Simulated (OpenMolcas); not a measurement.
**Rh²⁺ among point charges: CASSCF and CASPT2 levels and susceptibility**

Aim: the splitting of the states of Rh²⁺ in the field of 6 point charges, its lowest levels with spin-orbit coupling and its magnetic susceptibility.

Method: state-averaged CASSCF and CASPT2, spin-orbit coupling by RASSI with atomic mean-field integrals. Code: OpenMolcas 26.06.

## 1. The atom as given

```
Species                           : Rh²⁺ (rhodium, Z = 45, 43 electrons)
Basis                             : ANO-RCC-VDZP [6s5p3d1f], 43 functions
Scalar Hamiltonian                : DKH2, point nucleus
Inactive shells                   : 1s 2s 2p 3s 3p 3d 4s 4p
Active space                      : 7 electrons in 5 orbitals (4d)
Some configurations of this space : 4d⁷
Orbitals                          : optimised for each spin and parity, averaged over all roots
```

The outer shells:

4d7
```
4d [↑↓][↑↓][↑ ][↑ ][↑ ]
```

The ion sits among 6 point charges of -0.85 e arranged as a tetragonal octahedron (D4h), 2.01 Å from the ion, with the axial distance 2.131 Å.

The work runs as a chain of OpenMolcas steps in one folder; each step below is one input file. Labels, J, g values, rates, χT and fits are worked out afterwards by a script from the matrices that RASSI stores. The input lists half of the charges; inversion (Group=XYZ) makes the rest.

## 2. One- and two-electron integrals

Input file a.inp:

```
&GATEWAY
Coord
1

Rh 0.0 0.0 0.0
Basis=ANO-RCC-VDZP
Group=XYZ
NoMove
AngMom=0.0 0.0 0.0
AMFI
XField
3 Angstrom 0
2.010000 0.000000 0.000000 -0.850000
0.000000 2.010000 0.000000 -0.850000
0.000000 0.000000 2.130600 -0.850000
&SEWARD
```

Started as:

```sh
$ OMP_NUM_THREADS=1 MOLCAS_MEM=1689 MOLCAS_PROJECT=a pymolcas a.inp > a.log
```

Log:

```text
Basis set label: RH.ANO-RCC...6S5P3D1F.

      Electronic valence basis set:
      ------------------
      Associated Effective Charge  45.000000 au
      Associated Actual Charge     45.000000 au
      Nuclear Model: Point charge

      Shell  nPrim  nBasis  Cartesian Spherical Contaminant
         s      21       6        X
         p      18       5        X
         d      13       3                 X
         f       6       1                 X
                  Relativistic Douglas-Kroll-Hess integrals:
                    - DKH order of Hamiltonian: 2
                    - DKH order of Properties : 0
                  Atomic mean-field integrals
```

## 3. CASSCF: quartets of even parity, 10 roots

Input file a.inp:

```
&RASSCF
FileOrb=start.orb
Symmetry=1
Spin=4
nActEl=7 0 0
Inactive=9 9
Ras2=5 0
CIRoot=10 10 1
SDav=10
CIMx=300
Iter=120 100
PrWF=0.3
OrbListing=Nothing
MaxOrb=0
>>> COPY $Project.JobIph JOB001
```

start.orb holds the contracted functions of the basis, ordered by shell, or the orbitals of the step before.

Log (excerpt; [...] marks lines left out):

```text
[...]
      Number of active orbitals                  5
[...]
      Spin quantum number                      1.5
[...]
      Active orbitals                            5   0
[...]
      Number of CSFs                            10
      Number of root(s) required                10
[...]
      Convergence after 10 iterations
[...]
      Natural orbitals and occupation numbers for root  1
      sym 1:   1.095885   1.904115   1.000000   1.904115   1.095885
      Natural orbitals and occupation numbers for root  2
      sym 1:   1.867631   1.867631   1.132369   1.132369   1.000000
      Natural orbitals and occupation numbers for root  3
      sym 1:   1.867631   1.132369   1.132369   1.867631   1.000000
::    RASSCF root number  1 Total energy:  -4782.26673064
::    RASSCF root number  2 Total energy:  -4782.26486226
::    RASSCF root number  3 Total energy:  -4782.26486226
[...]
::    RASSCF root number  7 Total energy:  -4782.22578899
::    RASSCF root number  8 Total energy:  -4782.19232066
::    RASSCF root number  9 Total energy:  -4782.19232066
::    RASSCF root number 10 Total energy:  -4782.18473250
```

## 4. Reference wave functions, doublets of even parity, 40 roots

Input file a.inp:

```
&RASSCF
FileOrb=start.orb
Symmetry=1
Spin=2
nActEl=7 0 0
Inactive=9 9
Ras2=5 0
CIRoot=40 40 1
SDav=40
CIMx=300
Iter=120 100
PrWF=0.3
OrbListing=Nothing
MaxOrb=0
>>> COPY $Project.JobIph JOB002
```

Started as:

```sh
$ OMP_NUM_THREADS=1 MOLCAS_MEM=1689 MOLCAS_PROJECT=a pymolcas a.inp > a.log
```

Log (excerpt; [...] marks lines left out):

```text
[...]
      Number of active orbitals                  5
[...]
      Spin quantum number                      0.5
[...]
      Active orbitals                            5   0
[...]
      Number of CSFs                            40
      Number of root(s) required                40
[...]
      Convergence after  7 iterations
[...]
      Natural orbitals and occupation numbers for root  1
      sym 1:   1.938872   1.917451   1.027341   1.917451   0.198886
      Natural orbitals and occupation numbers for root  2
      sym 1:   1.869254   1.919650   0.255501   1.919650   1.035945
      Natural orbitals and occupation numbers for root  3
      sym 1:   1.114179   1.885814   1.084186   1.885814   1.030007
::    RASSCF root number  1 Total energy:  -4782.21152880
::    RASSCF root number  2 Total energy:  -4782.20552856
::    RASSCF root number  3 Total energy:  -4782.19773151
[...]
::    RASSCF root number 27 Total energy:  -4782.14995338
::    RASSCF root number 28 Total energy:  -4782.14963289
::    RASSCF root number 29 Total energy:  -4782.10865299
::    RASSCF root number 30 Total energy:  -4782.10810178
```

## 5. RASSI: spin-orbit coupling between the states

Input file a.inp:

```
&RASSI
NrOfJobIphs=2 10 40
1 2 3 4 5 6 7 8 9 10
1 2 3 4 5 6 7 8 9 10 11 12 13 14 15 16 17 18 19 20 21 22 23 24 25 26 27
28 29 30 31 32 33 34 35 36 37 38 39 40
IphNames
JOB001
JOB002
EJob
SpinOrbit
DIPRint=1.0
SOCoupling=1000.0
Subsets=2
Property=9
'ANGMOM' 1 'ANGMOM' 2 'ANGMOM' 3 'MLTPL  1' 1 'MLTPL  1' 2 'MLTPL  1' 3
'AMFI' 1 'AMFI' 2 'AMFI' 3
SOProperty=3
'ANGMOM' 1 'ANGMOM' 2 'ANGMOM' 3
```

Log:

```text
SPIN-FREE ENERGIES:
  (Shifted by EMIN (a.u.) =      -4782.2667306414)

 SF State       Relative EMIN(au)   Rel lowest level(eV)    D:o, cm**(-1)      L_eff

     1             0.0000000000        0.0000000000              0.0000         3.0
     2             0.0018683819        0.0508412609            410.0624         3.0
     3             0.0018683819        0.0508412609            410.0624         3.0
     4             0.0178354380        0.4853269912           3914.4262         3.0
     5             0.0200682643        0.5460852901           4404.4749         3.0
     6             0.0200682643        0.5460852901           4404.4749         3.0
     7             0.0409416540        1.1140791594           8985.6544         3.0
    11             0.0552018429        1.5021186691          12115.4041         4.0
    12             0.0612020793        1.6653934176          13432.3038         4.0
    13             0.0689991288        1.8775619451          15143.5584         4.3
    14             0.0706714189        1.9230672766          15510.5836         4.0
    15             0.0706714189        1.9230672766          15510.5836         4.0
    16             0.0727995245        1.9809759787          15977.6488         4.2
    17             0.0727995245        1.9809759787          15977.6488         4.2
    18             0.0740301865        2.0144639982          16247.7479         3.9
     8             0.0744099852        2.0247988486          16331.1041         1.0
     9             0.0744099852        2.0247988486          16331.1041         1.0
    10             0.0819981397        2.2312830508          17996.5115         1.1
    19             0.0827343930        2.2513175234          18158.1004         4.0
    20             0.0891710105        2.4264668089          19570.7747         2.5
    21             0.0898899003        2.4460287958          19728.5527         3.4
    22             0.0898899003        2.4460287958          19728.5527         3.4
    23             0.0981785272        2.6715738250          21547.6961         4.3
    24             0.0981785272        2.6715738250          21547.6961         4.3
    25             0.0983876402        2.6772640799          21593.5911         4.8
    26             0.0993918108        2.7045889534          21813.9810         4.4
    27             0.1005742377        2.7367644291          22073.4937         4.6
    28             0.1005742377        2.7367644291          22073.4937         4.6
    29             0.1046606392        2.8479610784          22970.3552         4.3
    30             0.1059112030        2.8819906527          23244.8222         4.5
    31             0.1137610456        3.0955957504          24967.6635         3.3
    32             0.1137610456        3.0955957504          24967.6635         3.3
    33             0.1155554529        3.1444240623          25361.4904         3.1
    34             0.1158233345        3.1517134908          25420.2836         3.9
    35             0.1158233345        3.1517134908          25420.2836         3.9
    36             0.1160528905        3.1579600289          25470.6654         2.9
    37             0.1167772627        3.1776711998          25629.6467         3.1
    38             0.1170977560        3.1863922680          25699.9868         4.3
    39             0.1580776518        4.3015120409          34694.0344         3.0
    40             0.1586288600        4.3165111784          34815.0106         3.0
Eigenvalues of complex Hamiltonian:
   -----------------------------------
  (Shifted by EMIN (a.u.) =      -4782.2667306414)

 SO State       Relative EMIN(au)   Rel lowest level(eV)    D:o, cm**(-1)     J-value

     1            -0.0076993460        0.0000000000              0.0000         3.9
     2            -0.0076993460        0.0000000000              0.0000         3.9
     3            -0.0051598739        0.0691025549            557.3497         3.9
     4            -0.0051598739        0.0691025549            557.3497         3.9
     5            -0.0037396739        0.1077481653            869.0476         2.4
     6            -0.0037396739        0.1077481653            869.0476         2.4
     7             0.0004615433        0.2220691111           1791.1082         3.3
     8             0.0004615433        0.2220691111           1791.1082         3.3
     9             0.0010080057        0.2369391108           1911.0428         2.7
    10             0.0010080057        0.2369391108           1911.0428         2.7
    11             0.0044658004        0.3310304980           2669.9410         2.5
    12             0.0044658004        0.3310304980           2669.9410         2.5
    13             0.0164513325        0.6571734393           5300.4612         2.2
    14             0.0164513325        0.6571734393           5300.4612         2.2
    15             0.0181520769        0.7034530541           5673.7315         3.1
    16             0.0181520769        0.7034530541           5673.7315         3.1
    17             0.0185475062        0.7142132318           5760.5182         3.1
    18             0.0185475062        0.7142132318           5760.5182         3.1
    19             0.0197309361        0.7464159995           6020.2510         2.0
    20             0.0197309361        0.7464159995           6020.2510         2.0
    21             0.0205837360        0.7696218671           6207.4190         2.3
    22             0.0205837360        0.7696218671           6207.4190         2.3
    23             0.0224491260        0.8203817148           6616.8248         2.3
    24             0.0224491260        0.8203817148           6616.8248         2.3
    25             0.0422181919        1.3583254026          10955.6332         2.3
    26             0.0422181919        1.3583254026          10955.6332         2.3
    27             0.0423055861        1.3607035220          10974.8140         2.1
    28             0.0423055861        1.3607035220          10974.8140         2.1
    29             0.0533392469        1.6609447269          13396.4227         3.0
    30             0.0533392469        1.6609447269          13396.4227         3.0
    31             0.0588336923        1.8104562017          14602.3140         3.6
    32             0.0588336923        1.8104562017          14602.3140         3.6
    33             0.0654987941        1.9918228625          16065.1348         2.8
    34             0.0654987941        1.9918228625          16065.1348         2.8
    35             0.0669964755        2.0325768489          16393.8379         4.0
    36             0.0669964755        2.0325768489          16393.8379         4.0
    37             0.0691821015        2.0920507619          16873.5273         1.8
    38             0.0691821015        2.0920507619          16873.5273         1.8
    39             0.0697024517        2.1062102133          16987.7310         2.2
    40             0.0697024517        2.1062102133          16987.7310         2.2
    41             0.0707309586        2.1341973104          17213.4622         1.3
Weights of the five most important spin-orbit-free states for each spin-orbit state.

 SO State  Total energy (au)           Spin-free states, spin, and weights
 -------------------------------------------------------------------------------------------------------
    1        -0.007699       1 1.5  0.4815    3 1.5  0.2422    2 1.5  0.2422    4 1.5  0.0090   19 0.5  0.0071
    2        -0.007699       1 1.5  0.4815    3 1.5  0.2422    2 1.5  0.2422    4 1.5  0.0090   19 0.5  0.0071
    3        -0.005160       1 1.5  0.5308    2 1.5  0.1890    3 1.5  0.1890    4 1.5  0.0380    6 1.5  0.0199
    4        -0.005160       1 1.5  0.5308    2 1.5  0.1890    3 1.5  0.1890    4 1.5  0.0380    5 1.5  0.0199
    5        -0.003740       2 1.5  0.4026    3 1.5  0.4026    1 1.5  0.0798    5 1.5  0.0431    6 1.5  0.0431
    6        -0.003740       2 1.5  0.4026    3 1.5  0.4026    1 1.5  0.0798    5 1.5  0.0431    6 1.5  0.0431
    7         0.000462       2 1.5  0.3328    3 1.5  0.3328    1 1.5  0.1445    4 1.5  0.0952    6 1.5  0.0360
    8         0.000462       2 1.5  0.3328    3 1.5  0.3328    1 1.5  0.1445    4 1.5  0.0952    6 1.5  0.0360
    9         0.001008       1 1.5  0.3059    3 1.5  0.2549    2 1.5  0.2549    5 1.5  0.0533    6 1.5  0.0533
   10         0.001008       1 1.5  0.3059    3 1.5  0.2549    2 1.5  0.2549    5 1.5  0.0533    6 1.5  0.0533
   11         0.004466       3 1.5  0.3421    2 1.5  0.3421    1 1.5  0.2745    4 1.5  0.0156    6 1.5  0.0103
   12         0.004466       3 1.5  0.3421    2 1.5  0.3421    1 1.5  0.2745    4 1.5  0.0156    6 1.5  0.0103
```

These steps: 9.1 s of run time, 1 thread, shared host.

Spin-free states, with their symmetry labels:

```csv
state,degeneracy,E (cm-1),free-ion L (%)
4A2,1,0,F (98)
4E,2,410,F (99)
4B2,1,3914,F (100)
4E,2,4404,F (100)
4B1,1,8986,F (100)
2A1,1,12115,G (59)
2B1,1,13432,G (63)
2A2,1,15144,G (72)
2E,2,15511,G (80)
2E,2,15978,G (77)
2B2,1,16248,G (93)
4E,2,16331,P (99)
4A2,1,17997,P (98)
2A1,1,18158,G (100)
2A2,1,19571,P (74)
2E,2,19729,P (51)
2E,2,21548,H (68)
2A2,1,21594,H (82)
2B2,1,21814,H (73)
2E,2,22073,H (74)
2A1,1,22970,H (66)
2B1,1,23245,H (72)
2E,2,24968,D (55)
2A1,1,25361,D (56)
```

With spin-orbit coupling:

| E (cm-1) | Degeneracy | Label | 2S+1 | g |
| --- | --- | --- | --- | --- |
| 0.0 | 2 | E1/2 | 4 | 2.84 5.72 5.72 |
| 557.3 | 2 | E3/2 | 4 | 2.04 2.04 3.84 |
| 869.0 | 2 | E1/2 | 4 | 1.92 1.92 6.83 |
| 1791 | 2 | E3/2 | 4 | 0.34 0.34 3.85 |
| 1911 | 2 | E1/2 | 4 | 1.57 1.57 2.94 |
| 2670 | 2 | E3/2 | 4 | 0.03 0.14 0.14 |
| 5300 | 2 | E1/2 | 4 | 0.11 0.11 7.37 |
| 5674 | 2 | E1/2 | 4 | 0.42 3.93 3.93 |
| 5761 | 2 | E3/2 | 4 | 0.31 3.75 3.75 |
| 6020 | 2 | E3/2 | 4 | 2.39 2.39 2.63 |
| 6207 | 2 | E1/2 | 4 | 2.71 2.71 3.13 |
| 6617 | 2 | E3/2 | 4 | 1.75 2.41 2.41 |
| 10956 | 2 | E1/2 | 4 | 0.04 0.04 4.00 |
| 10975 | 2 | E3/2 | 4 | 1.29 2.60 2.60 |
| 13396 | 2 | E1/2 | 2 | 1.13 3.26 3.26 |
| 14602 | 2 | E3/2 | 2 | 1.16 1.16 4.06 |
| 16065 | 2 | E1/2 | 2 | 0.52 2.96 2.96 |
| 16394 | 2 | E3/2 | 2 | 1.06 1.06 2.71 |
| 16874 | 2 | E1/2 | 4 | 1.22 2.68 2.68 |
| 16988 | 2 | E3/2 | 4 | 0.29 0.29 3.38 |
| 17213 | 2 | E3/2 | 4 | 0.26 0.26 7.46 |
| 17625 | 2 | E1/2 | 4 | 1.61 1.77 1.77 |
| 17792 | 2 | E1/2 | 2 | 0.33 0.33 0.48 |
| 17945 | 2 | E1/2 | 4 | 0.04 1.86 1.86 |

The table of states holds 24 of 37 computed; the rest, higher up, is left out. Principal g values are given for doublets only; a zero marks a field direction without first-order Zeeman splitting.

Powder χT (cm³ K/mol): 2.31 at 2 K, 2.33 at 5 K, 2.36 at 10 K, 2.42 at 20 K, 2.60 at 50 K, 2.91 at 100 K, 3.20 at 150 K, 3.46 at 200 K, 3.68 at 250 K, 3.85 at 300 K.

## 6. CASPT2: IPEA 0.25, imaginary shift 0.1 (closed shells correlated: 4s 4p)

Input file a.inp:

```
>>> COPY JOB001 $Project.JobIph
&CASPT2
Multistate=10 1 2 3 4 5 6 7 8 9 10
NoMult
Frozen=8 6
IPEA=0.25
Imaginary=0.1
MaxIter=60
WThr=0.0 0.3 0.05
PrWF=0.5
NoMix
>>> COPY JOB002 $Project.JobIph
&CASPT2
Multistate=40 1 2 3 4 5 6 7 8 9 10 11 12 13 14 15 16 17 18 19 20 21 22
23 24 25 26 27 28 29 30 31 32 33 34 35 36 37 38 39 40
NoMult
Frozen=8 6
IPEA=0.25
Imaginary=0.1
MaxIter=60
WThr=0.0 0.3 0.05
PrWF=0.5
NoMix
```

Started as:

```sh
$ OMP_NUM_THREADS=1 MOLCAS_MEM=1689 MOLCAS_PROJECT=a pymolcas a.inp > a.log
```

Log (excerpt; [...] marks lines left out):

```text
[...]
      Active orbitals                            5   0
[...]
      E2 (Variational):          -0.3263696984
      Total energy:           -4782.5931003398
[...]
::    CASPT2 Root  1     Total energy:  -4782.59310034
::    CASPT2 Root  2     Total energy:  -4782.59164088
[...]
::    CASPT2 Root 27     Total energy:  -4782.48552247
::    CASPT2 Root 28     Total energy:  -4782.48050213
::    CASPT2 Root 29     Total energy:  -4782.45281936
::    CASPT2 Root 30     Total energy:  -4782.45101969
```

This run: 2.8 s of run time, 1 thread, shared host.

SS-CASPT2: lowest energy less the reference's lowest, -0.3264 hartree; reference weights 0.925 to 0.935.

Spin-free states, with their symmetry labels:

```csv
state,degeneracy,E (cm-1),free-ion L (%)
4A2,1,0,F (98)
4E,2,320,F (99)
4B2,1,4488,F (100)
4E,2,4530,F (100)
4B1,1,9950,F (100)
2A1,1,11382,G (59)
2B1,1,12643,G (63)
2A2,1,13882,G (72)
2E,2,14247,G (80)
4E,2,14448,P (99)
2E,2,14698,G (77)
2B2,1,14834,G (93)
4A2,1,16430,P (98)
2A2,1,16651,P (74)
2A1,1,16776,G (100)
2E,2,17385,P (51)
2E,2,19932,H (68)
2B2,1,20093,H (73)
2A2,1,20582,H (82)
2E,2,20982,H (74)
2A1,1,21488,H (66)
2B1,1,21970,H (72)
2E,2,23580,D (55)
2B2,1,23611,D (72)
```

With spin-orbit coupling:

```
E (cm-1)  Degeneracy  Label  2S+1               g
       0           2   E1/2     4  3.06 5.61 5.61
     590           2   E3/2     4  1.93 1.93 3.81
     850           2   E1/2     4  1.84 1.84 6.44
    1830           2   E3/2     4  0.45 0.45 4.05
    1940           2   E1/2     4  1.56 1.56 2.73
    2670           2   E3/2     4  0.11 0.11 0.35
    5780           2   E1/2     4  2.36 2.36 2.65
    5920           2   E1/2     4  1.67 1.67 4.91
    5950           2   E3/2     4  0.28 3.53 3.53
    6340           2   E1/2     4  2.73 2.73 2.98
    6520           2   E3/2     4  2.55 2.72 2.72
    6770           2   E3/2     4  1.91 2.20 2.20
   11830           2   E3/2     4  1.31 2.74 2.74
   11850           2   E1/2     4  0.02 0.02 4.08
   12640           2   E1/2     2  1.07 3.22 3.22
   13760           2   E3/2     2  0.63 0.63 4.26
   14700           2   E1/2     2  0.31 3.12 3.12
   14990           2   E3/2     4  0.85 0.85 3.60
   15050           2   E1/2     2  2.77 2.77 2.92
   15370           2   E3/2     4  1.44 1.44 1.94
   15420           2   E3/2     4  1.13 1.13 2.60
   15930           2   E1/2     4  1.22 3.62 3.62
   16540           2   E1/2     2  0.56 0.77 0.77
   16600           2   E1/2     2  0.14 0.14 3.17
```

Powder χT (cm³ K/mol): 2.27 at 2 K, 2.29 at 5 K, 2.32 at 10 K, 2.38 at 20 K, 2.55 at 50 K, 2.85 at 100 K, 3.13 at 150 K, 3.39 at 200 K, 3.61 at 250 K, 3.78 at 300 K.

## 7. The methods side by side

A. CASSCF
B. SS-CASPT2, IPEA 0.25, imaginary shift 0.1 (closed shells correlated: 4s 4p)

```csv
method,ground state,first state of that spin (cm-1),first gap with spin-orbit (cm-1),χT at 300 K
A,4A2,4E 410.1,557.3,3.85
B,4A2,4E 320.3,586.7,3.78
```

## 8. What came out

| quantity | value |
| --- | --- |
| method | SS-CASPT2, IPEA 0.25, imaginary shift 0.1 (closed shells correlated: 4s 4p) |
| spin-free ground state | 4A2, 1-fold in its orbital part |
| first state of the same spin within the active space | 4E at 320 cm⁻¹ |
| lowest level | 2-fold E1/2, g = 3.06, 5.61, 5.61 |
| next level | 586.7 cm⁻¹ |
| χT at 300 K | 3.78 cm³ K/mol |
| effective moment at 300 K | 5.50 μB |

Cost by method:

```csv
method,time of its own steps,time with the reference
A. CASSCF,9.1 s,9.1 s
"B. SS-CASPT2, IPEA 0.25, imaginary shift 0.1, +4s 4p",2.8 s,12 s
```

Times are of one thread on a shared host.

**Reading.** The spin-free ground state (4A2) comes to 98 % from free-ion F terms and keeps the highest spin of the shell. χT at 300 K is 3.78, against 1.88 cm³ K/mol for the spin alone, so orbital moment adds to it. An active space of the d shell alone favours high spin; real ions in strong fields can be low spin. The field of point charges can differ much from that of real complexes. With metal d orbitals alone active, the gaps between spin states are rough; where two lie within a few thousand cm-1, their order is open. This is an electrostatic model: the charges have no orbitals.
